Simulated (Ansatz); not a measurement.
# CdSe (zincblende type): how the settings move a single-point run

Aim: see which settings change the result for CdSe (zincblende type), by how much, and at what cost.

Program: Ansatz 0.2.0. Level of theory: reference: DFT, LDA, all-electron LAPW, scalar-relativistic. These are calculated values, not measurements.

1 further run of the same task is left out (it didn't finish). Runs told in other sessions of the task aren't counted.

## 1. The starting structure

The structure is cubic, space group F-43m (No. 216). Conventional cell: a = 5.284 Å, b = 5.284 Å, c = 5.284 Å, α = 90.00°, β = 90.00°, γ = 90.00°. Around Cd (site symmetry -43m) lie 4 Se at 2.29 Å. Se (site symmetry -43m) has 4 Cd at 2.29 Å in its first shell of neighbours.

Structure file:

```
Cd Se
1.0
     0.00000    2.64195    2.64195
     2.64195    0.00000    2.64195
     2.64195    2.64195    0.00000
Cd Se
1 1
Direct
  0.00000 0.00000 0.00000
  0.25000 0.25000 0.25000
```

## 2. Reference

File input.yaml:

```yaml
crystal:
  lattice:
    - [0.0, 2.6419506301, 2.6419506301]
    - [2.6419506301, 0.0, 2.6419506301]
    - [2.6419506301, 2.6419506301, 0.0]
  atoms:
    - { symbol: Cd, position: [0.0, 0.0, 0.0] }
    - { symbol: Se, position: [0.25, 0.25, 0.25] }
kpoints:
  mp_grid: { grid: [12, 12, 12] }
  band_path:
    path:
      - [0.0, 0.0, 0.0]
      - [-0.5, -0.5, 0.0]
      - [-0.375, -0.375, 0.25]
      - [-0.375, 0.0, 0.375]
      - [0.0, 0.0, 0.0]
      - [0.0, 0.0, 0.5]
      - [-0.5, -0.25, 0.25]
      - [-0.5, -0.5, 0.0]
    npoints: 8
scf:
  occupations: { method: fermi_dirac, width: 0.05 }
hamiltonian:
  xc: lda
  pseudopotentials: { kind: all_electron, lapw: { basis_error: 0.001 } }
output:
  forces: true
  stress: true
  eigenvalues: true
  populations: true
  dos: { projected: true, de: 0.2, e_range: [-14, 8] }
```

Started as:

```sh
ansatz run input.yaml --threads 1 --pin off --max-ram 2048MiB --backend cpu --events-out ev --progress --plain --runs-dir out
```

## 3. Changing settings: scf.algorithm direct_min

Edit input.yaml of step 2 so:

```diff
@@ -23,2 +23,3 @@
   occupations: { method: fermi_dirac, width: 0.05 }
+  algorithm: direct_min
 hamiltonian:
@@ -31,2 +32 @@
   populations: true
-  dos: { projected: true, de: 0.2, e_range: [-14, 8] }
```

Q: Predict the outcome of this session. Wanted: for each run, ending; energy change; pressure; gap; force.

As calculated:

| run | ending | energy change | pressure (GPa) | gap (eV) | force (eV/Å) | cycles | time |
| --- | --- | --- | --- | --- | --- | --- | --- |
| reference | converged | 0 | 55.1 | 1.03 | 0.00 | 7 | 65 s |
| 1: scf.algorithm direct_min | converged | 0.0 meV/atom | 55.1 | 1.03 | 0.00 | 6 | 2 min |

Times don't compare one to one where runs were asked for different outputs or read a saved state (see the inputs); cycles may leave out searches for a lower state.

Residual by cycle in the longest SCF loop of each run; runs are numbered as in the table. The quantity is the density residual dr2, in eV.

| cycle | reference | run 1 |
| --- | --- | --- |
| 1 | 0.938 | 0.938 |
| 2 | 0.0208 | 0.0516 |
| 3 | 0.00897 | 1.6e-4 |
| 4 | 0.00161 | 2.5e-6 |
| 5 | 3.6e-5 | 2.7e-8 |
| 6 | 6.8e-7 | 4.5e-11 |
| 7 | 3.9e-9 | - |

Same state: the changed solver leaves the energy within 0.5 meV/atom. The structure is not at rest: the sound run finds 55 GPa, so these are no properties of the relaxed crystal. 
